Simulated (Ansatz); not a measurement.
# BrH₆N₃Si: up Jacob's ladder to CCSD(T)

One table from this session's results is given with a row withheld; the runs are named, their logs left out.

The runs use Ansatz 0.2.0, Gaussian basis; functionals in def2-TZVPP, the program's frozen cores in correlated methods.

The runs, in order: LDA (SPW92), PBE-D4, revPBE-D4, BLYP-D4, r2SCAN-D4, B97M-V, PBE0-D4, B3LYP-D4, r2SCANh-D4, r2SCAN0-D4, HSE06-D4, BHLYP-D4, CAM-B3LYP-D4, LC-ωPBE, ωB97X-V, ωB97M-V, B2PLYP, PBE-QIDH; CCSD(T)/def2-SVP; CCSD(T)/def2-TZVPP; MP2/def2-QZVPP; extrapolation to the limit; RPA on PBE.

## The geometry

An earlier PBE0-D4 in a triple-zeta def2 set relaxation fixed the geometry.

SMILES `N[Si](N)(N)Br`, 11 atoms, charge 0, spin multiplicity 1.

Atoms are counted from 1 here; the program's logs count them from 0.

Bond lengths: N1–Si2 1.704 Å, N1–H6 1.006 Å, N1–H7 1.007 Å, Si2–N3 1.697 Å, Si2–N4 1.704 Å, Si2–Br5 2.249 Å, N3–H8 1.007 Å, N3–H9 1.007 Å, N4–H10 1.007 Å, N4–H11 1.006 Å. Angles: Si2–N1–H6 120.7°, Si2–N1–H7 120.5°, H6–N1–H7 112.4°, N1–Si2–N3 105.3°, N1–Si2–N4 123.9°, N1–Si2–Br5 102.5°, N3–Si2–N4 105.3°, N3–Si2–Br5 118.4°, N4–Si2–Br5 102.5°, Si2–N3–H8 119.8°, Si2–N3–H9 119.8°, H8–N3–H9 112.2°, Si2–N4–H10 120.5°, Si2–N4–H11 120.7°, H10–N4–H11 112.4°.

Set-up of the first run:

in.yaml reads:

```yaml
crystal:
  periodic: [false, false, false]
  atoms:
    - {symbol: N, position_ang: [-1.505754, 0.686837, -0.034138]}
    - {symbol: Si, position_ang: [0.128489, 0.226631, 0.113416]}
    - {symbol: N, position_ang: [0.121690, -1.125459, 1.138308]}
    - {symbol: N, position_ang: [1.115160, -0.213752, -1.204459]}
    - {symbol: Br, position_ang: [1.103759, 2.116433, 0.843724]}
    - {symbol: H, position_ang: [-1.753923, 1.633031, -0.267291]}
    - {symbol: H, position_ang: [-2.199258, 0.022395, -0.337161]}
    - {symbol: H, position_ang: [0.972079, -1.641462, 1.292154]}
    - {symbol: H, position_ang: [-0.483929, -1.141481, 1.942085]}
    - {symbol: H, position_ang: [0.923066, -1.050842, -1.730412]}
    - {symbol: H, position_ang: [1.578632, 0.487659, -1.756227]}
basis:
  gaussian: {orbitals: def2-TZVPP}
hamiltonian: {xc: lda}
output: {orbitals: {seedname: orbitals}}
```

Started as:

```bash
$ ansatz run in.yaml --threads 4 --pin off --events-out ev --progress --plain --max-ram 11315MiB
```

Steps of the session up to this table: LDA; PBE-D4 (GGA); revPBE-D4 (GGA); BLYP-D4 (GGA); r2SCAN-D4 (meta-GGA); B97M-V (meta-GGA); PBE0-D4 (hybrid); B3LYP-D4 (hybrid); r2SCANh-D4 (hybrid); r2SCAN0-D4 (hybrid); HSE06-D4 (hybrid); BHLYP-D4 (hybrid); CAM-B3LYP-D4 (range-separated); LC-ωPBE (range-separated); ωB97X-V (range-separated); ωB97M-V (range-separated); B2PLYP (double hybrid); PBE-QIDH (double hybrid).

One of the session's tables, all rows but one given; the rest of the session is left out.

It belongs to the step «Frontier levels by functional». 

```
  functional  HOMO (eV)  LUMO (eV)  gap (eV)
 LDA (SPW92)      -5.90      -0.27      5.63
      PBE-D4      -5.72      -0.14      5.58
   revPBE-D4      -5.65      -0.06      5.59
     BLYP-D4      -5.60      -0.16      5.43
   r2SCAN-D4      -6.04       0.55      6.59
      B97M-V      -6.12       0.08      6.20
     PBE0-D4      -7.18       0.69      7.87
    B3LYP-D4      -6.92       0.34      7.26
  r2SCANh-D4      -6.58       0.79      7.38
  r2SCAN0-D4      -7.40       1.14      8.55
    HSE06-D4      -6.77       0.33      7.10
    BHLYP-D4      -8.53       1.30      9.83
CAM-B3LYP-D4      -8.62       1.44     10.06
     LC-ωPBE     -10.04       2.78     12.82
     ωB97X-V      -9.65       2.54     12.19
     ωB97M-V          ?          ?         ?
```

Estimate the missing values for ωB97M-V.

The run gave: HOMO (eV): -9.55; LUMO (eV): 2.08; gap (eV): 11.63. In the column «HOMO (eV)» it lies between ωB97X-V (-9.65) and CAM-B3LYP-D4 (-8.62).
